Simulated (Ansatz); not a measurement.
Born–Oppenheimer molecular dynamics of a periodic cell of 36 atoms, Mg (start crystal Mg, start structure hcp, volume 1 times the crystal's). It starts from a structure without forces on its atoms.

Level of theory: DFT PBE, scalar-relativistic, plane waves, PAW in Ansatz 0.2.0. Settings: accuracy low, cutoff 420 eV, k mesh 2x2x1, fermi-dirac smearing 0.11 eV, no spin polarisation.

```yaml
ensemble: NVT, Langevin thermostat
time_step: 3 fs
steps_asked: 200
set_temperature: 1300 K
friction: 0.02 /fs
seed: 571616
```

Frames 3 fs apart, positions in Å.

Velocities at 30 fs (Å/ps):

```
Mg -0.48 12.17 0.86
Mg 8.16 0.26 0.68
Mg -2.65 7.62 4.80
Mg 3.65 2.22 5.70
Mg 0.24 -0.53 -9.79
Mg -2.65 4.41 1.94
Mg -1.46 10.06 -0.45
Mg -12.53 1.18 3.65
Mg 1.11 12.38 -2.58
Mg 3.58 -1.51 -2.49
Mg 6.58 -2.44 -0.48
Mg -8.24 -1.34 -4.15
Mg -0.46 0.91 2.65
Mg 4.04 1.91 6.44
Mg -9.86 -6.98 -7.05
Mg 6.81 2.96 13.90
Mg 2.54 2.99 6.45
Mg -8.68 -1.56 2.57
Mg 1.00 1.01 5.57
Mg -9.81 -1.94 1.07
Mg 4.26 2.31 7.87
Mg 4.40 5.66 -7.77
Mg -6.46 2.02 6.65
Mg 4.74 -0.50 10.31
Mg 11.45 3.84 10.62
Mg -2.78 7.21 7.42
Mg -2.80 -6.87 3.19
Mg -4.93 -3.68 1.48
Mg 2.35 6.01 5.25
Mg 0.90 5.86 11.04
Mg -6.89 -3.04 3.13
Mg -2.36 3.81 5.27
Mg 2.88 0.90 2.90
Mg 3.53 3.85 -4.98
Mg 4.63 12.86 -2.15
Mg -0.22 3.92 -3.71
```

```xyz
36
Lattice="9.6300 0.0000 0.0000 -4.8150 8.3398 0.0000 0.0000 0.0000 10.4261" Properties=species:S:1:pos:R:3 time_fs=30 energy_less_start_eV=3.802 T=918
Mg 0.073 0.315 -0.087
Mg 0.138 1.933 2.780
Mg 0.070 0.102 5.410
Mg 0.124 1.926 8.026
Mg -1.630 2.802 -0.180
Mg -1.734 4.848 2.602
Mg -1.499 2.903 5.020
Mg -1.986 4.591 7.856
Mg -3.040 5.846 0.099
Mg -3.149 7.406 2.594
Mg -3.355 5.462 5.241
Mg -3.486 7.338 7.794
Mg 3.395 -0.062 0.002
Mg 3.237 1.740 2.703
Mg 2.882 -0.255 5.098
Mg 3.444 1.846 8.115
Mg 1.699 2.990 0.207
Mg 1.370 4.645 2.556
Mg 1.724 2.653 5.257
Mg 1.584 4.590 8.102
Mg 0.100 5.507 -0.044
Mg 0.221 7.621 2.573
Mg -0.165 5.776 5.450
Mg 0.077 7.149 8.125
Mg 6.630 -0.024 0.029
Mg 6.280 1.978 2.878
Mg 6.074 -0.226 5.155
Mg 6.382 1.685 7.734
Mg 4.702 2.952 -0.157
Mg 4.931 4.923 3.044
Mg 4.701 2.683 5.291
Mg 4.958 4.774 7.698
Mg 3.318 5.625 -0.067
Mg 3.421 7.503 2.542
Mg 3.508 5.751 5.123
Mg 3.336 7.225 7.703
36
Lattice="9.6300 0.0000 0.0000 -4.8150 8.3398 0.0000 0.0000 0.0000 10.4261" Properties=species:S:1:pos:R:3 time_fs=33 energy_less_start_eV=4.192 T=811
Mg 0.073 0.345 -0.083
Mg 0.160 1.932 2.783
Mg 0.062 0.129 5.428
Mg 0.137 1.938 8.041
Mg -1.628 2.803 -0.211
Mg -1.741 4.859 2.606
Mg -1.501 2.934 5.016
Mg -2.022 4.590 7.864
Mg -3.035 5.882 0.090
Mg -3.136 7.402 2.582
Mg -3.334 5.452 5.242
Mg -3.509 7.336 7.786
Mg 3.393 -0.053 0.009
Mg 3.244 1.745 2.716
Mg 2.856 -0.277 5.088
Mg 3.461 1.853 8.147
Mg 1.711 2.998 0.221
Mg 1.344 4.645 2.569
Mg 1.726 2.659 5.272
Mg 1.553 4.587 8.102
Mg 0.105 5.508 -0.025
Mg 0.231 7.633 2.554
Mg -0.180 5.777 5.466
Mg 0.089 7.149 8.155
Mg 6.659 -0.008 0.060
Mg 6.269 1.997 2.900
Mg 6.062 -0.250 5.164
Mg 6.364 1.679 7.742
Mg 4.711 2.965 -0.137
Mg 4.936 4.941 3.077
Mg 4.682 2.668 5.302
Mg 4.951 4.785 7.714
Mg 3.328 5.629 -0.059
Mg 3.432 7.516 2.530
Mg 3.518 5.792 5.117
Mg 3.336 7.236 7.690
36
Lattice="9.6300 0.0000 0.0000 -4.8150 8.3398 0.0000 0.0000 0.0000 10.4261" Properties=species:S:1:pos:R:3 time_fs=36 energy_less_start_eV=4.497 T=749
Mg 0.077 0.366 -0.083
Mg 0.177 1.929 2.788
Mg 0.054 0.160 5.445
Mg 0.150 1.960 8.055
Mg -1.629 2.813 -0.243
Mg -1.750 4.866 2.605
Mg -1.504 2.963 5.012
Mg -2.051 4.585 7.866
Mg -3.027 5.910 0.081
Mg -3.120 7.394 2.572
Mg -3.316 5.437 5.247
Mg -3.527 7.337 7.783
Mg 3.389 -0.038 0.018
Mg 3.246 1.751 2.724
Mg 2.831 -0.297 5.094
Mg 3.466 1.855 8.165
Mg 1.721 3.002 0.234
Mg 1.319 4.654 2.589
Mg 1.723 2.666 5.286
Mg 1.519 4.588 8.097
Mg 0.105 5.506 -0.013
Mg 0.233 7.635 2.545
Mg -0.194 5.777 5.480
Mg 0.100 7.156 8.183
Mg 6.680 0.013 0.092
Mg 6.257 2.011 2.916
Mg 6.049 -0.274 5.173
Mg 6.344 1.681 7.750
Mg 4.723 2.975 -0.111
Mg 4.944 4.961 3.110
Mg 4.662 2.657 5.313
Mg 4.945 4.789 7.736
Mg 3.347 5.636 -0.045
Mg 3.449 7.530 2.520
Mg 3.519 5.827 5.110
Mg 3.336 7.243 7.671
36
Lattice="9.6300 0.0000 0.0000 -4.8150 8.3398 0.0000 0.0000 0.0000 10.4261" Properties=species:S:1:pos:R:3 time_fs=39 energy_less_start_eV=4.695 T=799
Mg 0.084 0.380 -0.094
Mg 0.183 1.922 2.796
Mg 0.050 0.190 5.450
Mg 0.161 1.985 8.062
Mg -1.632 2.830 -0.272
Mg -1.762 4.873 2.597
Mg -1.506 2.997 5.011
Mg -2.076 4.579 7.863
Mg -3.027 5.931 0.074
Mg -3.101 7.384 2.556
Mg -3.296 5.423 5.249
Mg -3.534 7.337 7.774
Mg 3.378 -0.019 0.033
Mg 3.244 1.761 2.727
Mg 2.799 -0.311 5.106
Mg 3.463 1.851 8.177
Mg 1.725 2.999 0.249
Mg 1.290 4.662 2.614
Mg 1.718 2.670 5.301
Mg 1.482 4.589 8.094
Mg 0.104 5.505 -0.008
Mg 0.233 7.633 2.546
Mg -0.208 5.782 5.497
Mg 0.109 7.173 8.205
Mg 6.698 0.029 0.122
Mg 6.243 2.019 2.917
Mg 6.043 -0.289 5.185
Mg 6.329 1.689 7.755
Mg 4.740 2.984 -0.087
Mg 4.946 4.981 3.136
Mg 4.640 2.651 5.321
Mg 4.938 4.779 7.760
Mg 3.371 5.650 -0.023
Mg 3.473 7.543 2.510
Mg 3.507 5.861 5.103
Mg 3.330 7.257 7.653
36
Lattice="9.6300 0.0000 0.0000 -4.8150 8.3398 0.0000 0.0000 0.0000 10.4261" Properties=species:S:1:pos:R:3 time_fs=42 energy_less_start_eV=4.792 T=815
Mg 0.087 0.392 -0.108
Mg 0.180 1.912 2.808
Mg 0.045 0.220 5.453
Mg 0.169 2.010 8.064
Mg -1.631 2.843 -0.301
Mg -1.770 4.887 2.585
Mg -1.509 3.028 5.017
Mg -2.100 4.574 7.856
Mg -3.033 5.954 0.069
Mg -3.086 7.378 2.529
Mg -3.275 5.413 5.249
Mg -3.533 7.343 7.759
Mg 3.364 0.000 0.046
Mg 3.242 1.777 2.728
Mg 2.765 -0.322 5.119
Mg 3.456 1.845 8.187
Mg 1.726 2.991 0.258
Mg 1.260 4.673 2.643
Mg 1.711 2.674 5.322
Mg 1.446 4.584 8.088
Mg 0.100 5.506 -0.009
Mg 0.236 7.624 2.554
Mg -0.223 5.787 5.519
Mg 0.117 7.190 8.214
Mg 6.712 0.042 0.158
Mg 6.232 2.025 2.910
Mg 6.045 -0.300 5.199
Mg 6.319 1.698 7.756
Mg 4.761 2.994 -0.064
Mg 4.948 4.991 3.155
Mg 4.614 2.646 5.327
Mg 4.925 4.762 7.782
Mg 3.391 5.669 0.001
Mg 3.495 7.556 2.502
Mg 3.485 5.897 5.103
Mg 3.321 7.277 7.638
36
Lattice="9.6300 0.0000 0.0000 -4.8150 8.3398 0.0000 0.0000 0.0000 10.4261" Properties=species:S:1:pos:R:3 time_fs=45 energy_less_start_eV=4.828 T=927
Mg 0.087 0.396 -0.118
Mg 0.174 1.904 2.825
Mg 0.033 0.252 5.466
Mg 0.169 2.039 8.063
Mg -1.625 2.853 -0.333
Mg -1.770 4.900 2.572
Mg -1.515 3.059 5.027
Mg -2.117 4.564 7.847
Mg -3.048 5.982 0.056
Mg -3.080 7.380 2.502
Mg -3.263 5.404 5.250
Mg -3.529 7.351 7.744
Mg 3.348 0.021 0.061
Mg 3.241 1.795 2.736
Mg 2.746 -0.335 5.133
Mg 3.446 1.844 8.196
Mg 1.729 2.984 0.264
Mg 1.236 4.687 2.675
Mg 1.700 2.677 5.351
Mg 1.413 4.574 8.073
Mg 0.091 5.511 -0.014
Mg 0.234 7.607 2.571
Mg -0.239 5.787 5.553
Mg 0.127 7.200 8.223
Mg 6.721 0.058 0.201
Mg 6.231 2.025 2.911
Mg 6.047 -0.313 5.208
Mg 6.312 1.705 7.755
Mg 4.785 3.006 -0.046
Mg 4.947 4.993 3.167
Mg 4.586 2.648 5.333
Mg 4.902 4.739 7.799
Mg 3.407 5.689 0.022
Mg 3.515 7.568 2.499
Mg 3.454 5.933 5.112
Mg 3.308 7.294 7.624
```

Of the whole run (600 fs, mean temperature of the second half 1370 K): A run of 0.6 ps of so small a system gives no equilibrium averages. Limits of this set-up: coarse k mesh, low accuracy level.

Time of the run: 11 min on 4 threads of AMD EPYC 9R45 96-Core Processor (Zen 5), with other jobs on the host, peak memory 3.2 GiB.
